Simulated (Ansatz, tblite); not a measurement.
# The cluster Cd₆H₁₈Se₆: one state, many levels

How do method and basis change the picture of the cluster Cd₆H₁₈Se₆ (singlet)?

Method: as each input shows; program: Ansatz 0.2.0, Gaussian basis.

Plan: GFN1-xTB, GFN2-xTB, PBE-D4/def2-TZVP, r2SCAN-D4/def2-TZVP, PBE+5HF/def2-SVP, PBE+10HF/def2-SVP, PBE+15HF/def2-SVP, PBE+35HF/def2-SVP, PBE+50HF/def2-SVP, PBE-D4/def2-SVP, PBE0-D4/def2-SVP.

1 further run of the same task is left out (set aside as unsound or not needed).

### 1 The relaxed structure

The singlet was relaxed beforehand with r2SCAN-D4/def2-SVP.

30 atoms, charge 0, spin multiplicity 1.

Bond lengths: Se1–Cd2 2.684 Å, Se1–Cd7 2.684 Å, Se1–H14 1.470 Å, Cd2–Se4 3.122 Å, Cd2–Se5 2.684 Å, Cd2–H15 1.693 Å, Cd3–Se4 2.685 Å, Cd3–Se8 2.685 Å, Cd3–H17 1.677 Å, Se4–Cd6 2.685 Å, Se4–H18 1.472 Å, Se5–Cd10 2.684 Å, Se5–H19 1.470 Å, Cd6–Se12 2.685 Å, Cd6–H22 1.677 Å, Cd7–Se8 3.122 Å, Cd7–Se9 2.684 Å, Cd7–H23 1.693 Å and more. Angles: Cd2–Se1–Cd7 124.5°, Cd2–Se1–H14 100.6°, Cd7–Se1–H14 100.6°, Se1–Cd2–Se4 102.7°, Se1–Cd2–Se5 92.8°, Se1–Cd2–H15 130.4°, Se4–Cd2–Se5 102.7°, Se4–Cd2–H15 91.6°, Se5–Cd2–H15 130.3°, Se4–Cd3–Se8 89.5°, Se4–Cd3–H17 135.2°, Se8–Cd3–H17 135.2°, Cd2–Se4–Cd3 123.3°, Cd2–Se4–Cd6 123.3°, Cd2–Se4–H18 100.7°, Cd3–Se4–Cd6 105.1°, Cd3–Se4–H18 98.8°, Cd6–Se4–H18 98.8° and more.

Cd takes a core potential in the def2 sets. No spin-orbit coupling is included.

PBE0-D4/def2-TZVP was run before; its log isn't repeated, and its numbers join the tables.

### 2 GFN1-xTB

Tight binding, by tblite at 300 K electronic temperature and without a spin-polarisation term:

```python
tblite.interface.Calculator('GFN1-xTB', numbers, positions, charge=0, uhf=0).singlepoint()
```

Energy -951.8465 eV, HOMO -9.40 eV, LUMO -6.38 eV; 0.047 s.

### 3 GFN2-xTB

Tight binding, by tblite at 300 K electronic temperature and without a spin-polarisation term:

```python
tblite.interface.Calculator('GFN2-xTB', numbers, positions, charge=0, uhf=0).singlepoint()
```

Energy -869.2619 eV, HOMO -10.19 eV, LUMO -7.40 eV; 0.041 s.

### 4 PBE-D4/def2-TZVP

start.molden holds the orbitals of an earlier run on this state, given as this run's starting guess.

in.yaml

```yaml
crystal:
  periodic: [false, false, false]
  atoms:
    - {symbol: Se, position_ang: [-0.003380, -2.244911, -2.922860]}
    - {symbol: Cd, position_ang: [-2.377439, -1.371787, -2.024800]}
    - {symbol: Cd, position_ang: [0.002107, -2.459557, 2.370988]}
    - {symbol: Se, position_ang: [-1.889581, -1.090668, 1.046211]}
    - {symbol: Se, position_ang: [-1.946197, 1.121012, -2.922403]}
    - {symbol: Cd, position_ang: [-2.129145, 1.233249, 2.368992]}
    - {symbol: Cd, position_ang: [2.372753, -1.372015, -2.030176]}
    - {symbol: Se, position_ang: [1.891386, -1.091572, 1.041950]}
    - {symbol: Se, position_ang: [1.939590, 1.120792, -2.926842]}
    - {symbol: Cd, position_ang: [-0.002203, 2.742716, -2.030193]}
    - {symbol: Cd, position_ang: [2.135003, 1.232324, 2.364121]}
    - {symbol: Se, position_ang: [0.001647, 2.184987, 1.041831]}
    - {symbol: H, position_ang: [-0.000653, -3.919808, 0.027047]}
    - {symbol: H, position_ang: [-0.003165, -3.615959, -2.393848]}
    - {symbol: H, position_ang: [-3.826692, -2.207996, -1.765537]}
    - {symbol: H, position_ang: [-0.000493, -4.493654, 0.528441]}
    - {symbol: H, position_ang: [0.003056, -3.606337, 3.594347]}
    - {symbol: H, position_ang: [-3.078566, -1.776514, 1.576832]}
    - {symbol: H, position_ang: [-3.133337, 1.807559, -2.394214]}
    - {symbol: H, position_ang: [-3.392290, 1.956376, 0.024214]}
    - {symbol: H, position_ang: [-3.888766, 2.244389, 0.525512]}
    - {symbol: H, position_ang: [-3.122069, 1.808163, 3.591834]}
    - {symbol: H, position_ang: [3.822630, -2.208143, -1.774175]}
    - {symbol: H, position_ang: [3.081269, -1.777890, 1.569945]}
    - {symbol: H, position_ang: [3.128417, 1.806671, -2.401574]}
    - {symbol: H, position_ang: [3.393199, 1.954882, 0.016433]}
    - {symbol: H, position_ang: [-0.001812, 4.416400, -1.774191]}
    - {symbol: H, position_ang: [3.131150, 1.806599, 3.584641]}
    - {symbol: H, position_ang: [3.890990, 2.242435, 0.516693]}
    - {symbol: H, position_ang: [0.002581, 3.558256, 1.570769]}
basis:
  gaussian: {orbitals: def2-TZVP, fitting: {mean_field: def2-universal-jkfit}, initial_orbitals: start.molden}
hamiltonian: {xc: pbe, dispersion: d4}
scf: {omitted_lower_state_checks: [starts]}
output: {forces: true, orbitals: {seedname: orbitals}}
```

Launch:

```
$ ansatz run in.yaml --threads 2 --pin off --events-out ev --progress --plain --max-ram 32768MiB --backend cuda --devices 0, --max-vram 18GiB
```

After this run come: r2SCAN-D4/def2-TZVP; PBE+5HF/def2-SVP; PBE+10HF/def2-SVP; PBE+15HF/def2-SVP; PBE+35HF/def2-SVP; PBE+50HF/def2-SVP; PBE-D4/def2-SVP; PBE0-D4/def2-SVP.

Before running them: what should the planned runs give, taken together? Wanted: gap in def2-TZVP, named functionals, smallest and largest; gap over the share of exact exchange; binding an atom, functionals in def2-TZVP; PBE0 total energy, smallest basis above largest.

As calculated:

```
                                                 quantity                                 value
gap in def2-TZVP, named functionals, smallest and largest   3.50 eV (PBE-D4), 5.16 eV (PBE0-D4)
                     gap over the share of exact exchange          3.45 eV at 0, 6.80 eV at 0.5
                binding an atom, functionals in def2-TZVP  2.05 (PBE-D4) to 2.10 eV (r2SCAN-D4)
          PBE0 total energy, smallest basis above largest        54.78 eV (def2-SVP, def2-TZVP)
```

What this shows: Over the named functionals in def2-TZVP the gap runs from 3.50 eV (PBE-D4) to 5.16 eV (PBE0-D4); exact exchange widens it. Raising the share of exact exchange from 0 to 0.5 moves the HOMO by -2.19 eV and the LUMO by +1.16 eV.
